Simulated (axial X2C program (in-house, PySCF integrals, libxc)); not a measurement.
# GeCO: bond lengths and stretches, held linear

The task here is to estimate one member of a computed series from the others.

The runs use an in-house X2C program for linear molecules on PySCF integrals; all-electron X2C, two-component (2c) or spin-free, Ge dyall-v3z, C dyall-v3z, O dyall-av3z.

All values are calculated.

2 further runs of the same task are left out: 2 set aside as unsound or not needed.

Set-up of the first run:

task.json

```json
{
 "zs": [
  32,
  6,
  8
 ],
 "q": 0,
 "bas": [
  "dyall-v3z",
  "dyall-v3z",
  "dyall-av3z"
 ],
 "r0": [
  1.91,
  1.15
 ],
 "symm": 0,
 "scan": [
  "PBE0",
  "HF",
  "TPSSh"
 ],
 "levels": [
  "PBE0",
  "HF",
  "TPSSh"
 ],
 "nst": 2
}
```

Keys: zs atomic numbers; q charge; bas basis sets; r0 starting distance in Å; symm equal bonds; scan levels of the two-bond scan; levels methods; nst determinants followed.

Started as:

```bash
$ python solin.py task.json out
```

Masses Ge 73.921, C 12.000, O 15.995 u.

Steps of the session up to this table: Scan at PBE0, 2c; Scan at TPSSh, 2c; Scan at PBE0, spin-free.

One of the session's tables, all rows but one given; the rest of the session is left out.

| level | lower stretch (cm⁻¹) | upper stretch (cm⁻¹) |
| --- | --- | --- |
| PBE0, 2c | 413.5 | 2009.3 |
| TPSSh, 2c | 406.3 | 1957.2 |
| PBE0, spin-free | ? | ? |
| TPSSh, spin-free | 406.8 | 1957.4 |

Q: Estimate the row for PBE0, spin-free from the others.

As computed: lower stretch (cm⁻¹): 413.9; upper stretch (cm⁻¹): 2009.5. In the column «lower stretch (cm⁻¹)» it is the highest.

Scans not shown above were run alike.

The molecule was held linear; bending was not examined, so a bent shape may lie lower. Open-shell Ω = 0 determinants with evenly filled partner blocks cannot be reached by this program, so the Ω shown need not be the lowest component. Note: several unpaired electrons, one determinant need not be a pure state.
